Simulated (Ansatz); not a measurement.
# BHI radical: an energy map over two coordinates

How does the energy of BHI, SMILES [BH]I, spin multiplicity 2 change over two coordinates at once? A grid of runs gives the map.

Method: UKS B3LYP-D4/def2-TZVP; program: Ansatz 0.2.0.

**1. Where the work starts**

SMILES `[BH]I`, 3 atoms, charge 0, spin multiplicity 2.

Atoms are counted from 1 here; the program's logs count them from 0.

Bond lengths: B1–I2 2.093 Å, B1–H3 1.215 Å. Angles: I2–B1–H3 123.1°.

As a file:

```xyz
3

B    -0.2694    0.5117   -0.0886
I     1.4227   -0.4032    0.7353
H    -1.1532   -0.1086   -0.6467
```

**3. Plan of the scan**

First coordinate, angle I2–B1–H3 (carried through 180): 15 values from 106.4 to 253.6 °. Second coordinate, change of the bonds B1–I2, B1–H3, all alike: 15 values from −0.180 to 0.278 Å.

Nothing else is relaxed (all other coordinates rigid). Energies count from the relaxed molecule at the same level. Points are written as (first, second).

(The set-up runs are not shown.)

**4. Point (127.4°, −0.016 Å)**

Input file input.yaml:

```yaml
crystal:
  periodic: [false, false, false]
  atoms:
    - { symbol: B, position_ang: [-0.274639, 0.495446, -0.093311] }
    - { symbol: I, position_ang: [1.425088, -0.343183, 0.743615] }
    - { symbol: H, position_ang: [-1.148707, -0.062383, -0.638871] }
magnetization:
  spin_polarized: true
  initial_magnetization: 1
basis:
  gaussian: { orbitals: def2-TZVP }
hamiltonian:
  xc: { name: B3LYP }
  dispersion: d4
output:
  forces: true
```

Launch:

```bash
$ ansatz run input.yaml --threads 1 --pin off --max-ram 2560MiB --backend cpu --events-out ev --progress --plain --runs-dir out
```

The session goes on with these runs: the other points that were computed.

Q: Predict the outcome of this session. Wanted: lowest point; highest computed point; dipole moment.

**Answer**, as computed:

| quantity | value |
| --- | --- |
| lowest point | (127.4°, −0.016 Å), 0.008 eV |
| highest computed point | (180.0°, 0.278 Å), 1.88 eV above the lowest |
| dipole moment (D) | 0.00 at (180.0°, 0.147 Å) to 0.92 at (138.0°, −0.180 Å); 0.56 at the lowest point |
| time for the whole task | 4.7 min on 1 thread, shared host |

In words: The lowest computed point is at (127.4°, −0.016 Å), 0.008 eV from the relaxed molecule at the same level; the map holds 2 wells of about this depth. The grid is coarse, so the lowest point of the scanned range may lie between grid points; coordinates that were held can hide deeper minima. The grid shows no other well, apart from its symmetry copies. The highest computed point, (180.0°, 0.278 Å), lies 1.88 eV above the lowest. On the interpolated surface the easiest way out of the lowest well to a well of the same energy at (232.6°, −0.016 Å) passes a barrier of about 0.54 eV. Round the minimum the valley is somewhat tilted: raising the first coordinate shifts the best value of the second coordinate downwards (coupling k₁₂/√(k₁₁k₂₂) about 0.1).
